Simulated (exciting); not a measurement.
# TiTe (Pm-3m) in exciting: reference runs

How does TiTe come out in PBEsol? The cell is run as given.

Everything below comes from runs of exciting (release sodium). Logs are shortened: lines on timing, memory, paths and dates and some standing lists are left out, and cuts for length are marked.

## Step 1: Starting point

The structure is cubic, space group Pm-3m (No. 221). Conventional cell: a = 3.631 Å, b = 3.631 Å, c = 3.631 Å, α = 90.00°, β = 90.00°, γ = 90.00°. Around Ti (site symmetry m-3m) lie 8 Te at 3.14 Å. Te (site symmetry m-3m) has 8 Ti at 3.14 Å as nearest neighbours.

The cell comes from a database or a generator and needn't be the stable form of this composition.

## Step 2: Single point, PBEsol

input.xml

```xml
<input>
  <title>TiTe</title>
  <structure speciespath="./" tshift="false">
    <crystal scale="1">
      <basevect>6.861771529813 0.000000000000 0.000000000000</basevect>
      <basevect>0.000000000000 6.861771529813 0.000000000000</basevect>
      <basevect>0.000000000000 0.000000000000 6.861771529813</basevect>
    </crystal>
    <species speciesfile="Ti.xml" rmt="2">
      <atom coord="0.000000000000 0.000000000000 0.000000000000"/>
    </species>
    <species speciesfile="Te.xml" rmt="2.3">
      <atom coord="0.500000000000 0.500000000000 0.500000000000"/>
    </species>
  </structure>
  <groundstate do="fromscratch" ngridk="7 7 7" rgkmax="9" gmaxvr="14" lmaxapw="10" lmaxmat="10" lmaxvr="8" xctype="GGA_PBE_SOL" stype="Fermi Dirac" swidth="0.00183747" nempty="14" ValenceRelativity="iora*" epsengy="1e-05" epspot="1e-05" maxscl="60" tforce="true" outputlevel="normal"/>
  <properties>
    <chargedensityplot>
      <plot3d>
        <box grid="19 19 19">
          <origin coord="0 0 0"/>
          <point coord="1 0 0"/>
          <point coord="0 1 0"/>
          <point coord="0 0 1"/>
        </box>
      </plot3d>
    </chargedensityplot>
    <elfplot>
      <plot3d>
        <box grid="19 19 19">
          <origin coord="0 0 0"/>
          <point coord="1 0 0"/>
          <point coord="0 1 0"/>
          <point coord="0 0 1"/>
        </box>
      </plot3d>
    </elfplot>
    <exccplot>
      <plot3d>
        <box grid="19 19 19">
          <origin coord="0 0 0"/>
          <point coord="1 0 0"/>
          <point coord="0 1 0"/>
          <point coord="0 0 1"/>
        </box>
      </plot3d>
    </exccplot>
  </properties>
</input>
```

Potentials or basis: all-electron LAPW+lo, shipped species files, valence relativity iora*.

The run is started by

```bash
OMP_NUM_THREADS=1 exciting_smp
```

INFO.OUT:

```text
================================================================================
EXCITING SODIUM started
[... 10 lines left out ...]

 Lattice vectors (cartesian) :
      6.8617715298      0.0000000000      0.0000000000
      0.0000000000      6.8617715298      0.0000000000
      0.0000000000      0.0000000000      6.8617715298

 Reciprocal lattice vectors (cartesian) :
      0.9156797599      0.0000000000      0.0000000000
      0.0000000000      0.9156797599      0.0000000000
      0.0000000000      0.0000000000      0.9156797599

 Unit cell volume                           :     323.0790230453
 Brillouin zone volume                      :       0.7677694798

 Species :    1 (Ti)
     parameters loaded from                 :    Ti.xml
     name                                   :    titanium
     nuclear charge                         :     -22.00000000
     electronic charge                      :      22.00000000
     atomic mass                            :   87256.20311000
     muffin-tin radius                      :       2.00000000
     # of radial points in muffin-tin       :     350

     atomic positions (lattice) :
       1 :   0.00000000  0.00000000  0.00000000

 Species :    2 (Te)
     parameters loaded from                 :    Te.xml
     name                                   :    tellurium
     nuclear charge                         :     -52.00000000
     electronic charge                      :      52.00000000
     atomic mass                            :  232600.57070000
     muffin-tin radius                      :       2.30000000
     # of radial points in muffin-tin       :     400

     atomic positions (lattice) :
       1 :   0.50000000  0.50000000  0.50000000

 Total number of atoms per unit cell        :       2

 Spin treatment                             :    spin-unpolarised

 Number of Bravais lattice symmetries       :      48
 Number of crystal symmetries               :      48

 k-point grid                               :       7    7    7
 Total number of k-points                   :      20
 k-point set is reduced with crystal symmetries

 R^MT_min * |G+k|_max (rgkmax)              :       9.00000000
 Species with R^MT_min                      :       1 (Ti)
 Maximum |G+k| for APW functions            :       4.50000000
 Maximum |G| for potential and density      :      14.00000000

 G-vector grid sizes                        :      32    32    32
 Total number of G-vectors                  :   14939

 Maximum angular momentum used for
     APW functions                          :      10
     computing H and O matrix elements      :      10
     potential and density                  :       8
     inner part of muffin-tin               :       2

 Total nuclear charge                       :     -74.00000000
 Total electronic charge                    :      74.00000000
 Total core charge                          :      46.00000000
 Total valence charge                       :      28.00000000

 Number of empty states                     :      14
 Total number of valence states             :      29

 Maximum Hamiltonian size                   :     535
 Maximum number of plane-waves              :     508
 Total number of local-orbitals             :      27

 Exchange-correlation type                  :      22
     PBEsol, Phys. Rev. Lett. 100, 136406 (2008)
     Generalised gradient approximation (GGA)

 Smearing scheme                            :    Fermi-Dirac
 Smearing width                             :       0.00183747

 Using multisecant Broyden potential mixing
[... 6 lines left out ...]
* Groundstate module started                                                   *
********************************************************************************
 Output level for this task is set to normal

++++++++++++++++++++++++++++++++++++++++++++++++++++++++++++++++++++++++++++++++
[... 5 lines left out ...]
+ SCF iteration number :    1                                                  +
++++++++++++++++++++++++++++++++++++++++++++++++++++++++++++++++++++++++++++++++
 Total energy                               :     -7642.56191287
 _______________________________________________________________
 Fermi energy                               :         0.30277361
 Kinetic energy                             :      8047.43039009
 Coulomb energy                             :    -15475.67797850
 Exchange energy                            :      -210.03480907
 Correlation energy                         :        -4.27951539

 DOS at Fermi energy (states/Ha/cell)       :        54.70792065

 Electron charges :
     core                                   :        46.00000000
     core leakage                           :         0.00218129
     valence                                :        28.00000000
     interstitial                           :         5.67310552
     charge in muffin-tin spheres :
                  atom     1    Ti          :        19.39632011
                  atom     2    Te          :        48.93057438
     total charge in muffin-tins            :        68.32689448
     total charge                           :        74.00000000

++++++++++++++++++++++++++++++++++++++++++++++++++++++++++++++++++++++++++++++++
+ SCF iteration number :    2                                                  +
++++++++++++++++++++++++++++++++++++++++++++++++++++++++++++++++++++++++++++++++
 Total energy                               :     -7644.93237954
 _______________________________________________________________
 Fermi energy                               :         0.30015799
 Kinetic energy                             :      8046.04194849
 Coulomb energy                             :    -15476.59494198
 Exchange energy                            :      -210.09959755
 Correlation energy                         :        -4.27978849

 DOS at Fermi energy (states/Ha/cell)       :        55.63776973

 Electron charges :
     core                                   :        46.00000000
     core leakage                           :         0.00215605
     valence                                :        28.00000000
     interstitial                           :         5.61512641
     charge in muffin-tin spheres :
                  atom     1    Ti          :        19.43257575
                  atom     2    Te          :        48.95229784
     total charge in muffin-tins            :        68.38487359
     total charge                           :        74.00000000
[... 325 lines left out ...]
++++++++++++++++++++++++++++++++++++++++++++++++++++++++++++++++++++++++++++++++
+ SCF iteration number :   14                                                  +
++++++++++++++++++++++++++++++++++++++++++++++++++++++++++++++++++++++++++++++++
 Total energy                               :     -7646.91610577
 _______________________________________________________________
 Fermi energy                               :         0.30024297
 Kinetic energy                             :      8044.60645838
 Coulomb energy                             :    -15477.09713046
 Exchange energy                            :      -210.14563528
 Correlation energy                         :        -4.27979842

 DOS at Fermi energy (states/Ha/cell)       :        55.38328194

 Electron charges :
     core                                   :        46.00000000
     core leakage                           :         0.00213310
     valence                                :        28.00000000
     interstitial                           :         5.56078427
     charge in muffin-tin spheres :
                  atom     1    Ti          :        19.43974323
                  atom     2    Te          :        48.99947250
     total charge in muffin-tins            :        68.43921573
     total charge                           :        74.00000000

 RMS change in effective potential (target) :  0.399232E-08  ( 0.100000E-04)
 Absolute change in total energy   (target) :  0.448256E-06  ( 0.100000E-04)
 Charge distance                   (target) :  0.280755E-08  ( 0.100000E-04)
 Abs. change in max-nonIBS-force   (target) :   0.00000      ( 0.500000E-04)

++++++++++++++++++++++++++++++++++++++++++++++++++++++++++++++++++++++++++++++++
| Convergency criteria checked for the last 2 iterations                       +
| Convergence targets achieved. Performing final SCF iteration                 +
++++++++++++++++++++++++++++++++++++++++++++++++++++++++++++++++++++++++++++++++
 Total energy                               :     -7646.91610576
 _______________________________________________________________
 Fermi energy                               :         0.30024297
 Kinetic energy                             :      8044.60645843
 Coulomb energy                             :    -15477.09713050
 Exchange energy                            :      -210.14563527
 Correlation energy                         :        -4.27979842

 DOS at Fermi energy (states/Ha/cell)       :        55.38328186

 Electron charges :
     core                                   :        46.00000000
     core leakage                           :         0.00213310
     valence                                :        28.00000000
     interstitial                           :         5.56078429
     charge in muffin-tin spheres :
                  atom     1    Ti          :        19.43974320
                  atom     2    Te          :        48.99947251
     total charge in muffin-tins            :        68.43921571
     total charge                           :        74.00000000

++++++++++++++++++++++++++++++++++++++++++++++++++++++++++++++++++++++++++++++++
+ Self-consistent loop stopped                                                 +
++++++++++++++++++++++++++++++++++++++++++++++++++++++++++++++++++++++++++++++++
 STATE.OUT is written

--------------------------------------------------------------------------------
- Writing atomic positions and forces                                          -
--------------------------------------------------------------------------------

 Atomic positions (lattice) :
 atom     1  Ti  :     0.00000000    0.00000000    0.00000000
 atom     2  Te  :     0.50000000    0.50000000    0.50000000

 Total atomic forces including IBS (cartesian) :
 atom     1  Ti  :    -0.00000000    0.00000000   -0.00000000
 atom     2  Te  :     0.00000000   -0.00000000    0.00000000

 Atomic force components including IBS (cartesian) :
 atom     1  Ti  :    -0.00000000    0.00000000    0.00000000   HF force
                 :    -0.00000000    0.00000000    0.00000000   core correction
                 :    -0.00000000    0.00000000    0.00000000   IBS correction
 atom     2  Te  :     0.00000000    0.00000000    0.00000000   HF force
                 :     0.00000000    0.00000000    0.00000000   core correction
                 :     0.00000000   -0.00000000   -0.00000000   IBS correction

********************************************************************************
* Groundstate module stopped                                                   *
********************************************************************************

--------------------------------------------------------------------------------
- CAUTION! Warnings have been written in file WARNING.OUT !                    -
--------------------------------------------------------------------------------
================================================================================
| EXCITING SODIUM stopped                                                      =
================================================================================
```

Wall time 4.1 min (1 thread of Intel Xeon at 2.50GHz (Skylake/Cascade Lake), shared host); peak memory 0.15 GiB.

What came out:

```
Free energy                                       : -208083.2035 eV
Band gap on the k mesh                            : none (metal or under the smearing width)
All electrons inside the program's atomic spheres : Ti 19.44; Te 49.00 (radii Ti 2.0, Te 2.3 bohr)
```

Caveat: the log's total energy holds no entropy term; the free energy is that total less TS from the occupations.
